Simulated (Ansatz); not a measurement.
# B2P: one candidate of a structure search

Aim: relax a trial structure of B2P and see where it ends.

Program: Ansatz 0.2.0. Level of theory: DFT PBE, scalar-relativistic, plane waves, PAW. These are calculated values, not measurements.

### Step 1. The system as given

It takes space group Pa-3 (No. 205, cubic). Conventional cell: a = 4.567 Å, b = 4.567 Å, c = 4.567 Å, α = 90.00°, β = 90.00°, γ = 90.00°. B (site symmetry 3) has 1 B at 1.88 Å and 3 P at 1.90 Å as nearest neighbours. P (site symmetry -3) has 6 B at 1.90 Å as nearest neighbours.

Structure file:

```
CELL_PARAMETERS angstrom
4.56718 0.00000 0.00000
0.00000 4.56718 0.00000
0.00000 0.00000 4.56718
ATOMIC_POSITIONS crystal
B 0.61901 0.88099 0.11901
B 0.88099 0.11901 0.61901
B 0.11901 0.61901 0.88099
B 0.38099 0.38099 0.38099
B 0.61901 0.61901 0.61901
B 0.88099 0.38099 0.11901
B 0.11901 0.88099 0.38099
B 0.38099 0.11901 0.88099
P 0.00000 0.00000 0.00000
P 0.50000 0.00000 0.50000
P 0.50000 0.50000 0.00000
P 0.00000 0.50000 0.50000
```

The cell is invented: 4-, 6-connected net, elements by coordination (Pa-3, No. 205). Its size is a rough estimate.

### Step 2. Probe: one point on a coarse mesh

input.yaml reads:

```yaml
crystal:
  lattice:
    - [4.56718181, 0.0, 0.0]
    - [0.0, 4.56718181, 0.0]
    - [0.0, 0.0, 4.56718181]
  atoms:
    - { symbol: B, position: [0.61900599, 0.88099401, 0.11900599] }
    - { symbol: B, position: [0.88099401, 0.11900599, 0.61900599] }
    - { symbol: B, position: [0.11900599, 0.61900599, 0.88099401] }
    - { symbol: B, position: [0.38099401, 0.38099401, 0.38099401] }
    - { symbol: B, position: [0.61900599, 0.61900599, 0.61900599] }
    - { symbol: B, position: [0.88099401, 0.38099401, 0.11900599] }
    - { symbol: B, position: [0.11900599, 0.88099401, 0.38099401] }
    - { symbol: B, position: [0.38099401, 0.11900599, 0.88099401] }
    - { symbol: P, position: [0.0, 0.0, 0.0] }
    - { symbol: P, position: [0.5, 0.0, 0.5] }
    - { symbol: P, position: [0.5, 0.5, 0.0] }
    - { symbol: P, position: [0.0, 0.5, 0.5] }
basis:
  ecutwfc: 420
kpoints:
  mp_grid: { grid: [4, 4, 4] }
hamiltonian:
  xc: pbe
scf:
  occupations: { method: gaussian, width: 0.1 }
  lower_state_search: "off"
output:
  forces: true
  stress: true
  eigenvalues: true
```

Command:

```
$ ansatz run input.yaml --threads 1 --pin off --max-ram 2560MiB --backend cpu --events-out ev --progress --plain --runs-dir out
```

Further runs follow: rough relaxation on the coarse mesh; full relaxation.

Q: Predict the outcome of this session. Wanted: conventional cell; volume; energy over the elements, black P; gap on the mesh.

**Answer**, as computed:

| quantity | value |
| --- | --- |
| symmetry at the end (tolerance 0.05 Å) | space group Pa-3 (No. 205) |
| conventional cell | a = 4.919 Å, b = 4.919 Å, c = 4.919 Å, α = 90.00°, β = 90.00°, γ = 90.00° |
| volume | 9.92 Å³/atom |
| energy over the elements, black P | +0.72 eV/atom |
| gap on the mesh | none (metal) |

**Reading.** The space group Pa-3 (No. 205) is kept, and the volume per atom grows by 25.0 % from the first guess. The formation energy is positive, so the separate elements lie lower. No finished test with a distortion of lower symmetry is shown, so the end may be a saddle point.
